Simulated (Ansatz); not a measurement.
# AsHS: relaxing the atoms in a fixed cell, part 2 of 2

Wanted: the geometry at rest of AsHS (a structure type of another compound, with these elements put in), relaxing the atoms in a fixed cell, and its electronic structure there.

Ansatz 0.2.0; DFT, r2SCAN, no spin polarisation, plane waves, PAW. Relaxing the atoms in a fixed cell. The steps go on from the part before.

**3. More of the same log**

The log, continued:

```text
SCF iter   5: F=-11565.393376 eV  HF=-11565.393530 eV  |F-HF|=1.54e-4  |Δ(HF+E_count)|=   4.61e-5  Δρ=2.41e-4  dr2=2.40e-4  dr2_τ=1.14e-6  ethr=8.47e-7  ⟨swp⟩=2.3  Hψ=2104  notcnv=0  defer=5
SCF iter   6: F=-11565.393519 eV  HF=-11565.393517 eV  |F-HF|=1.91e-6  |Δ(HF+E_count)|=   1.34e-5  Δρ=9.76e-5  dr2=8.73e-6  dr2_τ=1.90e-7  ethr=2.27e-7  ⟨swp⟩=10.8  Hψ=10490  notcnv=0
SCF 3 converged in 6 iterations: F = -11565.393519 eV  dr2 = 8.73e-6
relax step   3: F+E_penalty+E_count = -11565.39351870 eV  Δ(F+E_penalty+E_count) = -5.227e-1 eV  max|allowed force component| = 6.599e-1 eV/Å  Δτ_max = 0.1950 Å  (6 SCF iters, dr2 threshold 1.00e-4 eV, accepted)
[... from here on, the SCF cycles and remarks between the steps are left out ...]
relax step   4: F+E_penalty+E_count = -11565.55233551 eV  Δ(F+E_penalty+E_count) = -1.588e-1 eV  max|allowed force component| = 3.741e-1 eV/Å  Δτ_max = 0.1954 Å  (6 SCF iters, dr2 threshold 1.00e-4 eV, accepted)
relax step   5: F+E_penalty+E_count = -11565.64911204 eV  Δ(F+E_penalty+E_count) = -9.678e-2 eV  max|allowed force component| = 3.165e-1 eV/Å  Δτ_max = 0.1650 Å  (5 SCF iters, dr2 threshold 3.56e-5 eV, accepted)
relax step   6: F+E_penalty+E_count = -11565.96750825 eV  Δ(F+E_penalty+E_count) = -3.184e-1 eV  max|allowed force component| = 1.074e0 eV/Å  Δτ_max = 0.1935 Å  (6 SCF iters, dr2 threshold 3.22e-5 eV, accepted)
relax step   7: F+E_penalty+E_count = -11566.74209747 eV  Δ(F+E_penalty+E_count) = -7.746e-1 eV  max|allowed force component| = 2.218e0 eV/Å  Δτ_max = 0.1950 Å  (6 SCF iters, dr2 threshold 1.00e-4 eV, accepted)
relax step   8: F+E_penalty+E_count = -11568.09514341 eV  Δ(F+E_penalty+E_count) = -1.353e0 eV  max|allowed force component| = 2.752e0 eV/Å  Δτ_max = 0.1995 Å  (6 SCF iters, dr2 threshold 1.00e-4 eV, accepted)
relax step   9: F+E_penalty+E_count = -11568.96326787 eV  Δ(F+E_penalty+E_count) = -8.681e-1 eV  max|allowed force component| = 1.303e0 eV/Å  Δτ_max = 0.1907 Å  (6 SCF iters, dr2 threshold 1.00e-4 eV, accepted)
relax step  10: F+E_penalty+E_count = -11569.13387564 eV  Δ(F+E_penalty+E_count) = -1.706e-1 eV  max|allowed force component| = 5.037e-1 eV/Å  Δτ_max = 0.1942 Å  (6 SCF iters, dr2 threshold 1.00e-4 eV, accepted)
relax step  11: F+E_penalty+E_count = -11569.15643228 eV  Δ(F+E_penalty+E_count) = -2.256e-2 eV  max|allowed force component| = 8.901e-1 eV/Å  Δτ_max = 0.1957 Å  (6 SCF iters, dr2 threshold 3.79e-5 eV, accepted)
relax step  12: F+E_penalty+E_count = -11569.19476391 eV  Δ(F+E_penalty+E_count) = -3.833e-2 eV  max|allowed force component| = 1.275e-1 eV/Å  Δτ_max = 0.0705 Å  (6 SCF iters, dr2 threshold 1.00e-4 eV, accepted)
relax step  13: F+E_penalty+E_count = -11569.19549669 eV  Δ(F+E_penalty+E_count) = -7.328e-4 eV  max|allowed force component| = 1.002e-3 eV/Å  Δτ_max = 0.0037 Å  (4 SCF iters, dr2 threshold 1.02e-6 eV, accepted)
iter 1 solved again at ethr=7.18e-10 eV; its pass at ethr=3.10e-3 eV (dr2=3.16e-7 eV) is discarded
SCF iter   1: F=-11569.195497 eV  HF=-11569.195497 eV  |F-HF|=2.30e-7  |Δ(HF+E_count)|=         —  Δρ=1.27e-5  dr2=3.15e-7  dr2_τ=4.06e-9  ethr=7.18e-10  ⟨swp⟩=1.0  Hψ=3780  notcnv=0
preconditioner: auto → LDOS  [metal: Δε(μ)=0.016 eV  Ē_g=10.410 eV  σ=0.056 eV  W_gap=0.07  n_scr=16 (ndim 8)  ℏωp=19.2 eV  f_vac=0.010  D(μ)=2.79/eV (n_scr^D=16)  β→1.0]
SCF iter   2: F=-11569.195497 eV  HF=-11569.195497 eV  |F-HF|=4.39e-8  |Δ(HF+E_count)|=  8.89e-10  Δρ=5.53e-6  dr2=5.62e-8  dr2_τ=2.86e-9  ethr=2.27e-10  ⟨swp⟩=6.8  Hψ=7677  notcnv=0
SCF 14 converged in 2 iterations: F = -11569.195497 eV  dr2 = 5.62e-8
relax step  14: F+E_penalty+E_count = -11569.19549687 eV  Δ(F+E_penalty+E_count) = -1.858e-7 eV  max|allowed force component| = 7.066e-4 eV/Å  Δτ_max = 0.0000 Å  (2 SCF iters, accepted)
iter 1 solved again at ethr=1.28e-10 eV; its pass at ethr=3.10e-3 eV (dr2=5.62e-8 eV) is discarded
SCF iter   1: F=-11569.195497 eV  HF=-11569.195497 eV  |F-HF|=4.39e-8  |Δ(HF+E_count)|=         —  Δρ=5.53e-6  dr2=5.62e-8  dr2_τ=2.86e-9  ethr=1.28e-10  ⟨swp⟩=1.0  Hψ=5461  notcnv=0
SCF iter   2: F=-11569.195497 eV  HF=-11569.195497 eV  |F-HF|=3.67e-8  |Δ(HF+E_count)|=   4.56e-9  Δρ=4.48e-6  dr2=4.30e-8  dr2_τ=9.64e-10  ethr=1.28e-10  ⟨swp⟩=9.2  Hψ=7019  notcnv=0
SCF 15 converged in 2 iterations: F = -11569.195497 eV  dr2 = 4.30e-8
SCF converged after 2 iterations
Free energy (F): -11569.195497 eV
Harris-Foulkes:  -11569.195497 eV  (|F-HF|=3.67e-8)
Internal energy: -11569.167473 eV  (E = F + TS)
E sigma→0 (E₀):  -11569.181485 eV
Entropy (-TS):   -0.028024 eV (-4.671 meV/atom)
Fermi energy:    7.496365 eV
--- Per-component energies (eV) ---
  E_band       = -577.496382
  E_kinetic    = 448.269875
  E_local      = -5836.981359  (includes V_loc(G=0)·N_el)
  E_nonlocal   = -1279.445168
  E_hartree    = 3011.943485
  E_xc         = -349.833427
  E_vxc        = -384.110978  (∫ρ·V_xc dr)
  E_paw        = -4913.893861  (= ΣΔE_a)
  E_vpaw       = 431.264626  (= ΣTr[D̂ρ^β])
  E_aug_tail   = -0.000868  (compensation charges beyond the density's cutoff)
  E_vtau       = 19.630631  (kinetic-family band-sum trace: ∫τ·v_τ [+ j·A + Jᵃ·Aᵃ] dr)
  E_ewald      = -2646.091802
  E_core_change = -3.134349  (= ΣΔE_core)
  E_smearing   = -0.028024  (= −TS)
  E_closure    = -0.000000  (closes the sum)
  Σ components = -11569.195497   (vs F -11569.195497, Δ=0.00e0)
--- Forces (eV/Å), atoms counted from 1 ---
  atom   1  As    -0.00000000     0.00000000    -0.00000000
  atom   2  As     0.00000000     0.00000000     0.00000000
  atom   3  S     -0.00000000     0.00000000     0.00017317
  atom   4  S      0.00000000     0.00000000    -0.00017317
  atom   5  H     -0.00000000     0.00000000    -0.00079891
  atom   6  H      0.00000000     0.00000000     0.00079891
  max |Σ_I F_I| component: 1.04e-17 eV/Å
--- Stress (GPa, compression-positive) ---
       15.222478       0.000000       0.000000
        0.000000      15.222478      -0.000000
        0.000000      -0.000000       1.107257
  P = ⅓ Tr σ = 10.5174 GPa (105.174 kbar)
--- Band table (eV; the first three rows and the last of 45) ---
  k-point 0: bands = ["-30.0668", "-30.0032", "-29.9586", "-29.9461", "-29.9461", "-29.8758", "-29.8758", "-29.8705", "-29.7973", "-29.7140", "-9.2877", "-6.4578", "-6.0259", "0.6583", "1.9335", "1.9601", "2.8732", "2.8732", "6.3659", "6.9158", "6.9158", "6.9886", "6.9886", "9.5778", "10.0110", "13.3866", "14.0431", "14.8515"]
  k-point 1: bands = ["-30.0668", "-30.0032", "-29.9586", "-29.9461", "-29.9461", "-29.8758", "-29.8758", "-29.8705", "-29.7973", "-29.7140", "-9.2550", "-6.8875", "-5.5116", "0.0735", "1.9605", "2.4884", "2.8819", "2.8819", "6.2516", "6.5242", "6.5242", "7.4246", "7.4246", "9.8944", "9.9856", "12.5179", "14.0078", "14.7830"]
  k-point 2: bands = ["-30.0668", "-30.0032", "-29.9586", "-29.9461", "-29.9461", "-29.8758", "-29.8758", "-29.8705", "-29.7973", "-29.7140", "-9.2197", "-7.1234", "-5.1807", "-0.3495", "1.9610", "2.8781", "2.8909", "2.8909", "6.1249", "6.3566", "6.3566", "7.6384", "7.6384", "9.9608", "10.7960", "11.0323", "14.6955", "14.6955"]
  k-point 44: bands = ["-30.0148", "-30.0081", "-29.9562", "-29.9541", "-29.8714", "-29.8693", "-29.8687", "-29.8638", "-29.8230", "-29.8152", "-5.7810", "-5.7445", "-4.2365", "-3.8125", "-0.8188", "-0.3020", "2.7700", "2.9975", "3.2276", "3.3608", "5.6789", "5.7103", "7.9946", "8.0313", "10.9019", "10.9678", "16.6884", "16.7934"]
--- Relaxed structure (14 steps of the walk, 14 accepted, 0 SCFs on fresh bases) ---
  F+E_penalty+E_count = -11569.19549687 eV   max|allowed force component| = 7.066e-4 eV/Å
  atoms:
    - { symbol: As, position: [2.770881040583151e-32, 8.680943479024996e-35, 2.5080930973288204e-18] }
    - { symbol: As, position: [0.5, 0.5, 2.5080930973288204e-18] }
    - { symbol: S, position: [0.5, -1.050171273690801e-34, 0.6833084980488461] }
    - { symbol: S, position: [-1.2363109730448333e-32, 0.5, 0.3166915019511539] }
    - { symbol: H, position: [0.5, 1.3243181326424973e-35, 0.4966053542458095] }
    - { symbol: H, position: [-1.5792869578889103e-32, 0.5, 0.5033946457541906] }
--- Löwdin populations: 6 sites ---
  site symbol       q [e]
     0     As     14.7036
     1     As     14.7036
     2      S      6.2671
     3      S      6.2671
     4      H      0.8829
     5      H      0.8829
  spilling = 0.006653 (of n_electrons = 44.000000)
--- Bader charges: 6 sites ---
  site symbol  charge [e]  shift [e]
     0     As      0.2909     0.0000
     1     As      0.2909     0.0000
     2      S     -0.3259     0.0064
     3      S     -0.3258     0.0064
     4      H      0.0349     0.0064
     5      H      0.0349     0.0064
  estimated error of the sums over rays = 2.4e-4 e
```

Run time: 2.7 min. Hardware: 2 threads of Intel Xeon Platinum 8259CL at 2.50GHz (Skylake/Cascade Lake), shared host; peak memory 0.73 GiB.

The steps of the relaxation:

```csv
step,energy from step 1 (eV/cell),largest force component (eV/Å)
1,0.0000,0.4374
2,-0.4782,1.3087
3,-1.0009,0.6599
4,-1.1597,0.3741
5,-1.2565,0.3165
6,-1.5749,1.0741
7,-2.3495,2.2181
8,-3.7025,2.7518
9,-4.5707,1.3034
10,-4.7413,0.5037
11,-4.7638,0.8901
12,-4.8021,0.1275
13,-4.8029,0.0010
14,-4.8029,0.0007
```

Step 1 is the start. Step 14 solves the same geometry again.

The largest move, 1.67 Å, is shared by several atoms, H5 among them.

**4. Total and projected density of states**

Counts of states in windows (eV from the Fermi level; tetrahedra), total and projected:

```csv
from,to,total,As s,As p,H s,S p
-4.5,-4.0,0.62,0.03,0.33,0.03,0.19
-4.0,-3.5,1.10,0.04,0.41,0.03,0.58
-3.5,-3.0,1.16,0.04,0.35,0.03,0.69
-3.0,-2.5,1.26,0.05,0.32,0.03,0.79
-2.5,-2.0,1.23,0.07,0.30,0.02,0.79
-2.0,-1.5,1.07,0.04,0.17,0.02,0.79
-1.5,-1.0,1.52,0.05,0.31,0.04,1.02
-1.0,-0.5,1.27,0.05,0.24,0.04,0.87
-0.5,0.0,1.26,0.06,0.34,0.03,0.77
0.0,0.5,1.29,0.06,0.49,0.04,0.61
0.5,1.0,0.90,0.02,0.47,0.03,0.30
1.0,1.5,0.92,0.04,0.55,0.02,0.25
1.5,2.0,0.77,0.05,0.52,0.01,0.14
2.0,2.5,0.70,0.04,0.51,0.01,0.08
2.5,3.0,0.46,0.03,0.28,0.02,0.05
3.0,3.5,0.36,0.03,0.19,0.03,0.03
```

**5. Atomic charges**

Gathered by element (positive charge: electrons given up): Löwdin charges also hold the electrons that the projection spills.

```csv
element,atoms,Bader charge (e),Bader volume (Å³),Löwdin charge (e)
As,2,+0.29,16.8,+0.30
S,2,-0.33,23.1,-0.27
H,2,+0.03,5.0,+0.12
```

The Löwdin projection spills 0.7 % of the electrons and depends on the orbitals chosen; where it disagrees with Bader's partition, neither is an observable.

**6. Fields in real space**

Maps in the plane spanned by a and b at height 0.000 along c (axes of the input's cell), one cell: a runs left to right (11 points from zero), b bottom to top (11 points), 90° apart. Inside the augmentation spheres the fields are the smooth ones.

Valence density. Ten steps from '0' (0.15 e/Å³) to '9' (33.90 e/Å³), finer at the low end (step k begins (100^(k/10) - 1)/99 of the way up):
```
86310000136
43211111123
11112222111
00124664210
00126996210
00126996210
00124664210
11112222111
43211111123
86310000136
98410000148
```

ELF. Values, 11 rows by 11 columns:
```
0.23 0.35 0.62 0.60 0.40 0.22 0.22 0.40 0.60 0.62 0.35
0.56 0.62 0.66 0.64 0.56 0.50 0.50 0.56 0.64 0.66 0.62
0.59 0.60 0.64 0.66 0.65 0.63 0.63 0.65 0.66 0.64 0.60
0.35 0.40 0.56 0.65 0.61 0.41 0.41 0.61 0.65 0.56 0.40
0.12 0.22 0.50 0.63 0.41 0.23 0.23 0.41 0.63 0.50 0.22
0.12 0.22 0.50 0.63 0.41 0.23 0.23 0.41 0.63 0.50 0.22
0.35 0.40 0.56 0.65 0.61 0.41 0.41 0.61 0.65 0.56 0.40
0.59 0.60 0.64 0.66 0.65 0.63 0.63 0.65 0.66 0.64 0.60
0.56 0.62 0.66 0.64 0.56 0.50 0.50 0.56 0.64 0.66 0.62
0.23 0.35 0.62 0.60 0.40 0.22 0.22 0.40 0.60 0.62 0.35
0.59 0.23 0.56 0.59 0.35 0.12 0.12 0.35 0.59 0.56 0.23
```

Atoms within 0.2 Å of the plane, in fractions of a and b: As at (0.00, 0.00), As at (0.50, 0.50).

Scans along the contacts give these minima of the density:

```csv
contact,length (Å),minimum at (fraction),density (e/Å³),ELF
As1–As2,2.471,0.50,0.523,0.66
```

```
fraction  As1–As2
     0.2     6.36
     0.3     1.36
     0.4    0.629
     0.5    0.523
     0.6    0.629
     0.7     1.36
     0.8     6.35
```

(Smooth valence density in e/Å³ at fractions of each contact.)

**7. What came out**

What follows sums up all 2 parts.

| quantity | value |
| --- | --- |
| moves | 12 |
| energy gained | 800.5 meV/atom |
| largest move | 1.67 Å (H) |
| space group (0.01 Å), before / after | P4/nmm / P4/nmm |
| pressure left in the fixed cell | 10.5 GPa |
| character | metal |
| density of states, mean within 0.25 eV of the Fermi level | 2.8 per eV per cell |
| Bader charges | As +0.29, S -0.33, H +0.03 e |

What this shows: In the fixed cell the largest move of an atom is 1.67 Å; the energy fell by 800.5 meV per atom. The fixed cell still holds a mean pressure of 10.5 GPa, so it would expand if let free. With 16 symmetry operations imposed, the end may be a saddle point towards distortions that break them. The cell is metallic; within 0.25 eV of the Fermi level the density of states averages 2.8 per eV per cell, mostly S p (50 %) and As p (35 %). By Bader's partition As gives up most (+0.29 e) and S takes most (-0.33 e).

Keep in mind: the SCF threshold is loose for a stress.
